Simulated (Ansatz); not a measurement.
**CH₉BSSi₂: up Jacob's ladder to CCSD(T)**

The task here is to estimate one member of a computed series from the others.

Method: functionals in def2-TZVPP, the program's frozen cores in correlated methods; program: Ansatz 0.2.0, Gaussian basis.

The runs, in order: PBE-D4, r2SCAN-D4, PBE0-D4, B3LYP-D4, ωB97X-V, ωB97M-V, B2PLYP; CCSD(T)/def2-TZVPP; MP2/def2-QZVPP; extrapolation to the limit.

### The geometry

All runs share one geometry, relaxed beforehand with PBE0-D4 in a triple-zeta def2 set.

SMILES `[SiH3]BCS[SiH3]`, 14 atoms, charge 0, spin multiplicity 1.

Atoms are counted from 1 here; the program's logs count them from 0.

Bond lengths: Si1–B2 2.020 Å, Si1–H6 1.488 Å, Si1–H7 1.489 Å, Si1–H8 1.492 Å, B2–C3 1.555 Å, B2–H9 1.200 Å, C3–S4 1.819 Å, C3–H10 1.096 Å, C3–H11 1.103 Å, S4–Si5 2.126 Å, Si5–H12 1.488 Å, Si5–H13 1.488 Å, Si5–H14 1.483 Å. Angles: B2–Si1–H6 112.7°, B2–Si1–H7 111.0°, B2–Si1–H8 108.4°, H6–Si1–H7 108.5°, H6–Si1–H8 108.2°, H7–Si1–H8 108.0°, Si1–B2–C3 124.1°, Si1–B2–H9 120.8°, C3–B2–H9 115.0°, B2–C3–S4 115.8°, B2–C3–H10 111.1°, B2–C3–H11 103.3°, S4–C3–H10 110.9°, S4–C3–H11 109.8°, H10–C3–H11 105.2°, C3–S4–Si5 99.4°, S4–Si5–H12 110.7°, S4–Si5–H13 111.0° and more.

Set-up of the first run:

Contents of in.yaml:

```yaml
crystal:
  periodic: [false, false, false]
  atoms:
    - {symbol: Si, position_ang: [-2.309216, 1.138444, 0.946953]}
    - {symbol: B, position_ang: [-0.300536, 1.352278, 0.967469]}
    - {symbol: C, position_ang: [0.682170, 0.430732, 0.190588]}
    - {symbol: S, position_ang: [-0.076260, -0.689066, -1.025979]}
    - {symbol: Si, position_ang: [1.609134, -1.901078, -1.482463]}
    - {symbol: H, position_ang: [-3.007449, 2.200240, 1.720877]}
    - {symbol: H, position_ang: [-2.832442, 1.149674, -0.447501]}
    - {symbol: H, position_ang: [-2.647668, -0.180548, 1.556100]}
    - {symbol: H, position_ang: [0.221752, 2.182288, 1.658795]}
    - {symbol: H, position_ang: [1.491063, 1.012323, -0.265242]}
    - {symbol: H, position_ang: [1.164507, -0.156895, 0.990315]}
    - {symbol: H, position_ang: [2.117190, -2.577255, -0.257908]}
    - {symbol: H, position_ang: [2.716541, -1.084019, -2.048030]}
    - {symbol: H, position_ang: [1.158213, -2.906521, -2.475172]}
basis:
  gaussian: {orbitals: def2-TZVPP}
hamiltonian: {xc: pbe, dispersion: d4}
output: {forces: true, orbitals: {seedname: orbitals}}
```

Run with:

```
$ ansatz run in.yaml --threads 4 --pin off --events-out ev --progress --plain --max-ram 10444MiB
```

Among the steps run: PBE-D4 (GGA); r2SCAN-D4 (meta-GGA); PBE0-D4 (hybrid); B3LYP-D4 (hybrid); ωB97X-V (range-separated); ωB97M-V (range-separated); B2PLYP (double hybrid); CCSD(T) in def2-TZVPP; MP2 in def2-QZVPP.

One of the session's tables, all rows but one given; the rest of the session is left out.

It belongs to the step «Atomisation energies». 

```
            method  atomisation energy (kJ/mol)
            PBE-D4                       4510.4
         r2SCAN-D4                       4517.3
           PBE0-D4                       4489.6
          B3LYP-D4                            ?
           ωB97X-V                       4536.6
           ωB97M-V                       4518.0
            B2PLYP                       4436.8
     HF/def2-TZVPP                       3428.9
    MP2/def2-TZVPP                       4387.0
   CCSD/def2-TZVPP                       4334.3
CCSD(T)/def2-TZVPP                       4383.1
           MP2/CBS                       4498.5
       CCSD(T)/CBS                       4494.6
```

Estimate the missing values for B3LYP-D4.

**Answer.** atomisation energy (kJ/mol): 4503.9. In the column «atomisation energy (kJ/mol)» it lies between MP2/CBS (4498.5) and PBE-D4 (4510.4).
